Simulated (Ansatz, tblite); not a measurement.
# Ta₂H₄O₇: rung by rung

Aim: run the singlet of Ta₂H₄O₇ at one geometry on many levels, and compare frontier levels, spin and run time.

Method: as each input shows; program: Ansatz 0.2.0, Gaussian basis.

Levels to be run: GFN1-xTB, GFN2-xTB, PBE-D4/def2-TZVP, r2SCAN-D4/def2-TZVP, LC-ωPBE/def2-TZVP, B2PLYP/def2-TZVP, BLYP-D4/def2-TZVP, PBE-D4/def2-SVP, PBE0-D4/def2-SVP, PBE0-D4/def2-TZVPD, PBE-D4/def2-TZVPD, LC-ωPBE/def2-TZVPD, MP2/def2-TZVP, RPA/def2-TZVP.

2 further runs of the same task are left out: 2 set aside as unsound or not needed.

### Step 1. The geometry

The singlet was relaxed beforehand with PBE-D4/def2-SVP.

13 atoms, charge 0, spin multiplicity 1.

Bond lengths: O1–Ta2 1.743 Å, Ta2–O3 1.922 Å, Ta2–O4 1.921 Å, Ta2–O5 1.936 Å, O3–H10 0.972 Å, O4–H11 0.973 Å, O5–Ta6 1.936 Å, Ta6–O7 1.743 Å, Ta6–O8 1.921 Å, Ta6–O9 1.922 Å, O8–H12 0.973 Å, O9–H13 0.972 Å. Angles: O1–Ta2–O3 108.2°, O1–Ta2–O4 108.2°, O1–Ta2–O5 107.6°, O3–Ta2–O4 110.3°, O3–Ta2–O5 110.9°, O4–Ta2–O5 111.5°, Ta2–O3–H10 129.9°, Ta2–O4–H11 129.9°, Ta2–O5–Ta6 161.7°, O5–Ta6–O7 107.6°, O5–Ta6–O8 111.5°, O5–Ta6–O9 110.9°, O7–Ta6–O8 108.3°, O7–Ta6–O9 108.2°, O8–Ta6–O9 110.3°, Ta6–O8–H12 130.1°, Ta6–O9–H13 130.0°.

Coordinates:

```mol
H4O7Ta2
  3D, bonds by distance, orders not assigned

 13 12  0  0  0  0  0  0  0  0999 V2000
    0.3661    2.4387    1.3765 O   0  0
    1.0571    0.8387    1.3533 Ta  0  0
    2.9466    1.0057    1.0467 O   0  0
    0.7294    0.0178    3.0587 O   0  0
    0.2088   -0.1448   -0.0819 O   0  0
   -1.1216   -0.7962   -1.3276 Ta  0  0
   -2.6394   -0.8883   -0.4761 O   0  0
   -1.3371    0.3996   -2.8150 O   0  0
   -0.6743   -2.5587   -1.9493 O   0  0
    3.4876    1.8020    0.9086 H   0  0
    0.2275    0.3481    3.8234 H   0  0
   -2.1024    0.9375   -3.0808 H   0  0
   -1.1483   -3.4000   -1.8364 H   0  0
  1  2  8  0
  2  3  8  0
  2  4  8  0
  2  5  8  0
  3 10  8  0
  4 11  8  0
  5  6  8  0
  6  7  8  0
  6  8  8  0
  6  9  8  0
  8 12  8  0
  9 13  8  0
M  END
```

Ta takes a core potential in the def2 sets. No spin-orbit coupling is included.

PBE0-D4/def2-TZVP was run before; its log isn't repeated, and its numbers join the tables.

### Step 2. GFN1-xTB

Tight binding, by tblite at 300 K electronic temperature and without a spin-polarisation term:

```python
tblite.interface.Calculator('GFN1-xTB', numbers, positions, charge=0, uhf=0).singlepoint()
```

Energy -1068.9131 eV, HOMO -11.61 eV, LUMO -6.70 eV; 0.011 s.

### Step 3. GFN2-xTB

Tight binding, by tblite at 300 K electronic temperature and without a spin-polarisation term:

```python
tblite.interface.Calculator('GFN2-xTB', numbers, positions, charge=0, uhf=0).singlepoint()
```

Energy -939.0682 eV, HOMO -11.55 eV, LUMO -7.34 eV; 0.009 s.

### Step 4. PBE-D4/def2-TZVP

start.molden holds the orbitals of an earlier run on this state, given as this run's starting guess.

in.yaml reads:

```yaml
crystal:
  periodic: [false, false, false]
  atoms:
    - {symbol: O, position_ang: [0.366076, 2.438651, 1.376498]}
    - {symbol: Ta, position_ang: [1.057078, 0.838713, 1.353314]}
    - {symbol: O, position_ang: [2.946650, 1.005715, 1.046671]}
    - {symbol: O, position_ang: [0.729350, 0.017805, 3.058667]}
    - {symbol: O, position_ang: [0.208848, -0.144762, -0.081878]}
    - {symbol: Ta, position_ang: [-1.121645, -0.796193, -1.327613]}
    - {symbol: O, position_ang: [-2.639355, -0.888279, -0.476082]}
    - {symbol: O, position_ang: [-1.337107, 0.399566, -2.814993]}
    - {symbol: O, position_ang: [-0.674287, -2.558720, -1.949338]}
    - {symbol: H, position_ang: [3.487635, 1.801956, 0.908564]}
    - {symbol: H, position_ang: [0.227505, 0.348063, 3.823425]}
    - {symbol: H, position_ang: [-2.102436, 0.937497, -3.080844]}
    - {symbol: H, position_ang: [-1.148312, -3.400023, -1.836402]}
basis:
  gaussian: {orbitals: def2-TZVP, initial_orbitals: start.molden}
hamiltonian: {xc: pbe, dispersion: d4}
scf: {omitted_lower_state_checks: [starts]}
output: {orbitals: {seedname: orbitals}}
```

The run is started by

```bash
$ ansatz run in.yaml --threads 4 --pin off --events-out ev --progress --plain --max-ram 8704MiB
```

The runs that follow: r2SCAN-D4/def2-TZVP; LC-ωPBE/def2-TZVP; B2PLYP/def2-TZVP; BLYP-D4/def2-TZVP; PBE-D4/def2-SVP; PBE0-D4/def2-SVP; PBE0-D4/def2-TZVPD; PBE-D4/def2-TZVPD; LC-ωPBE/def2-TZVPD; MP2/def2-TZVP; RPA/def2-TZVP.

**Question.** What will the summary of the whole plan be? Wanted: gap in def2-TZVP, named functionals, smallest and largest; correlation energy, MP2/def2-TZVP; binding an atom, functionals in def2-TZVP; PBE0 total energy, smallest basis above largest.

The runs gave:

| quantity | value |
| --- | --- |
| gap in def2-TZVP, named functionals, smallest and largest | 5.62 eV (BLYP-D4), 13.09 eV (LC-ωPBE) |
| correlation energy, MP2/def2-TZVP | -65.41 eV |
| binding an atom, functionals in def2-TZVP | 5.05 (PBE0-D4) to 5.33 eV (PBE-D4) |
| PBE0 total energy, smallest basis above largest | 18.46 eV (def2-SVP, def2-TZVPD) |

Orbital gaps of the named functionals in def2-TZVP span 5.62 eV (BLYP-D4) to 13.09 eV (LC-ωPBE); exact exchange widens it.
